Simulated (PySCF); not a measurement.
**One shape, several levels: C3H9ClSi (chlorotrimethylsilane)**

Aim: a comparison of 4 runs (HF/3-21G, HF/aug-cc-pVDZ, B3LYP/6-31+G*, CCSD/cc-pVDZ) of C3H9ClSi (chlorotrimethylsilane). 

The results are computed with PySCF 2.14.0.

## Step 1: The system as given

C3H9ClSi: 14 atoms, total charge 0, spin state singlet. SMILES: `C[Si](C)(C)Cl`. The coordinates come from a PBE0-D4/def2-TZVP relaxation.

Bond lengths: C1–Si2 1.862 Å, Si2–C3 1.862 Å, Si2–C4 1.862 Å, Si2–Cl5 2.080 Å, C1–H6 1.092 Å, C1–H7 1.094 Å, C1–H8 1.092 Å, C3–H9 1.092 Å, C3–H10 1.092 Å, C3–H11 1.094 Å, C4–H12 1.094 Å, C4–H13 1.092 Å, C4–H14 1.092 Å. Some angles: C1–Si2–C3 111.5°, C1–Si2–C4 111.5°, C1–Si2–Cl5 107.3°, C3–Si2–C4 111.5°, C3–Si2–Cl5 107.3°, C4–Si2–Cl5 107.3°, Si2–C1–H6 110.9°, Si2–C1–H7 110.4°, Si2–C1–H8 110.9°, Si2–C3–H9 110.9°.

## Step 2: Energy and forces at HF/3-21G (run 1)

Contents of job.py:

```python
# C[Si](C)(C)Cl
import pyscf.grad
from pyscf import gto, scf

mol = gto.M(
    atom='''
C   -1.679640   0.559980   0.221630
Si   0.108620   0.309060  -0.233500
C    1.207070   0.337140   1.270020
C    0.349340  -1.247580  -1.226910
Cl   0.670330   1.906760  -1.440460
H   -1.816280   1.498060   0.764110
H   -2.029610  -0.257080   0.859450
H   -2.308980   0.589150  -0.670580
H    1.092710   1.274230   1.819320
H    2.257290   0.235130   0.987910
H    0.953250  -0.486500   1.943870
H    0.068050  -2.124680  -0.636610
H    1.393020  -1.360400  -1.528500
H   -0.265160  -1.233270  -2.129770
''',
    basis='3-21g',
    charge=0,
    verbose=4,
    max_memory=1860,
)

mf = scf.RHF(mol)
mf.conv_tol = 1e-10
mf.kernel()
if not mf.converged:
    mf = mf.newton().run(mf.mo_coeff, mf.mo_occ)

etot = mf.e_tot
print(f'total energy: {etot:.8f} hartree')
grad = mf.Gradients().kernel()
mf.analyze()
```

Launch:

```
$ OMP_NUM_THREADS=1 python job.py
```

Output:

```text
PySCF version 2.14.0

[... 88 lines left out ...]
MO #1   energy= -104.07475744634   occ= 2
[... 9 lines left out ...]
MO #11  energy= -4.24593292738071  occ= 2
[... 9 lines left out ...]
MO #21  energy= -0.584320424994128 occ= 2
[... 9 lines left out ...]
MO #31  energy= 0.229842270931458  occ= 0
[... 9 lines left out ...]
MO #41  energy= 0.370463788489374  occ= 0
[... 9 lines left out ...]
MO #51  energy= 1.00059683738002   occ= 0
[... 9 lines left out ...]
MO #61  energy= 1.31337775028651   occ= 0
[... 9 lines left out ...]
MO #71  energy= 2.19250293885236   occ= 0
[... 88 lines left out ...]
Dipole moment(X, Y, Z, Debye): -0.94889, -2.69893,  2.03883
```

It took 9.6 s on 1 thread of Intel Xeon at 2.50GHz (Skylake/Cascade Lake), shared host; peak memory 0.14 GiB.

## Step 3: Energy and gradient at HF/aug-cc-pVDZ (run 2)

Contents of input.py:

```python
from pyscf import gto, scf

molecule = gto.M(
    atom=[
    ('C', (-1.679640, 0.559980, 0.221630)),
    ('Si', (0.108620, 0.309060, -0.233500)),
    ('C', (1.207070, 0.337140, 1.270020)),
    ('C', (0.349340, -1.247580, -1.226910)),
    ('Cl', (0.670330, 1.906760, -1.440460)),
    ('H', (-1.816280, 1.498060, 0.764110)),
    ('H', (-2.029610, -0.257080, 0.859450)),
    ('H', (-2.308980, 0.589150, -0.670580)),
    ('H', (1.092710, 1.274230, 1.819320)),
    ('H', (2.257290, 0.235130, 0.987910)),
    ('H', (0.953250, -0.486500, 1.943870)),
    ('H', (0.068050, -2.124680, -0.636610)),
    ('H', (1.393020, -1.360400, -1.528500)),
    ('H', (-0.265160, -1.233270, -2.129770)),
],
    charge=0,
    basis='aug-cc-pvdz',
    spin=0,
    max_memory=1860,
    verbose=4,
)

mf = scf.RHF(molecule)
mf.conv_tol = 1e-10
mf.kernel()
if not mf.converged:
    mf = mf.newton().run(mf.mo_coeff, mf.mo_occ)

etot = mf.e_tot
print(f'total energy: {etot:.8f} hartree')
grad = mf.nuc_grad_method().kernel()
mf.analyze()
```

Launch:

```
$ OMP_NUM_THREADS=1 python input.py
```

Output:

```text
PySCF version 2.14.0

[... 93 lines left out ...]
MO #4   energy= -11.2160260059335  occ= 2
[... 24 lines left out ...]
MO #29  energy= -0.422757087745405 occ= 2
[... 24 lines left out ...]
MO #54  energy= 0.203219388446261  occ= 0
[... 24 lines left out ...]
MO #79  energy= 0.46611090481413   occ= 0
[... 24 lines left out ...]
MO #104 energy= 0.687761820643327  occ= 0
[... 24 lines left out ...]
MO #129 energy= 1.04821082183599   occ= 0
[... 24 lines left out ...]
MO #154 energy= 1.60792359433938   occ= 0
[... 24 lines left out ...]
MO #179 energy= 2.222603109108     occ= 0
[... 24 lines left out ...]
MO #204 energy= 3.05855468213794   occ= 0
[... 221 lines left out ...]
Dipole moment(X, Y, Z, Debye): -0.65595, -1.86570,  1.40938
```

Wall time 8.6 min (1 thread of Intel Xeon at 2.50GHz (Skylake/Cascade Lake), shared host); peak memory 0.13 GiB.

Run 3 isn't shown in full; the table further down has it.

## Step 4: A single-point energy at CCSD/cc-pVDZ (run 4)

Contents of calc.py:

```python
# C[Si](C)(C)Cl
from pyscf import gto, scf, cc

mol = gto.M(
    atom='''
C       -1.679640       0.559980       0.221630
Si       0.108620       0.309060      -0.233500
C        1.207070       0.337140       1.270020
C        0.349340      -1.247580      -1.226910
Cl       0.670330       1.906760      -1.440460
H       -1.816280       1.498060       0.764110
H       -2.029610      -0.257080       0.859450
H       -2.308980       0.589150      -0.670580
H        1.092710       1.274230       1.819320
H        2.257290       0.235130       0.987910
H        0.953250      -0.486500       1.943870
H        0.068050      -2.124680      -0.636610
H        1.393020      -1.360400      -1.528500
H       -0.265160      -1.233270      -2.129770
''',
    charge=0,
    max_memory=1860,
    verbose=3,
    basis='cc-pvdz',
)

calc0 = scf.RHF(mol)
calc0.conv_tol = 1e-10
calc0.kernel()
if not calc0.converged:
    calc0 = calc0.newton().run(calc0.mo_coeff, calc0.mo_occ)

mycc = cc.CCSD(calc0, frozen=13)
mycc.kernel()
etot = mycc.e_tot
print('E = %.10f Eh' % etot)
calc0.analyze()
```

Launch:

```
$ OMP_NUM_THREADS=1 python calc.py
```

Output:

```text
converged SCF energy = -867.375971805166
[... 5 lines left out ...]
MO #3   energy= -11.2162196855144  occ= 2
[... 14 lines left out ...]
MO #18  energy= -0.648955345528173 occ= 2
[... 14 lines left out ...]
MO #33  energy= 0.212674967261182  occ= 0
[... 14 lines left out ...]
MO #48  energy= 0.537357904333114  occ= 0
[... 14 lines left out ...]
MO #63  energy= 0.888002850027468  occ= 0
[... 14 lines left out ...]
MO #78  energy= 1.19892086430222   occ= 0
[... 14 lines left out ...]
MO #93  energy= 1.86604304661371   occ= 0
[... 14 lines left out ...]
MO #108 energy= 2.25449970628137   occ= 0
[... 14 lines left out ...]
MO #123 energy= 2.85702636089241   occ= 0
[... 15 lines left out ...]
Dipole moment(X, Y, Z, Debye): -0.67617, -1.92323,  1.45284
```

Wall time 79 s (1 thread of Intel Xeon at 2.50GHz (Skylake/Cascade Lake), shared host); peak memory 1.2 GiB.

## Step 5: Overview of the runs

```csv
run,level,integration grid,task,energy (Eh),dipole moment (D) of the reference,HOMO energy (eV),LUMO energy (eV),wall time
1,HF/3-21G,–,gradient,-862.985884,3.51,-11.54,5.24,9.6 s
2,HF/aug-cc-pVDZ,–,gradient,-867.386338,2.43,-11.50,0.78,8.6 min
3,B3LYP/6-31+G* (spherical functions),5,gradient,-869.521453,2.50,-8.10,-0.39,2.3 min
4,CCSD/cc-pVDZ,–,energy,-868.117099,2.50,-11.45,4.38,79 s
```

## Step 6: Summary of results

| quantity | value |
| --- | --- |
| run 4: total energy | -868.11710 Eh |
| run 4: dipole moment (Hartree–Fock density) | 2.50 D |
| run 4: HOMO energy (Hartree–Fock orbitals) | -11.45 eV |
| run 4: LUMO energy (Hartree–Fock orbitals) | 4.38 eV |
| run 4: HOMO–LUMO gap (Hartree–Fock orbitals) | 15.83 eV |
| run 4: correlation energy (13 core orbitals frozen) | -741.1 mEh |
| run 4: T1 diagnostic | 0.008 |

Over runs 1, 2, 3 the dipole moment (its size) runs from 2.43 D (HF/aug-cc-pVDZ) to 3.51 D (HF/3-21G). Over runs 1, 2, 3 the HOMO–LUMO gap runs from 7.71 eV (B3LYP/6-31+G*) to 16.78 eV (HF/3-21G). The two ends differ in method and basis. All runs together took 12 min, the longest 8.6 min.
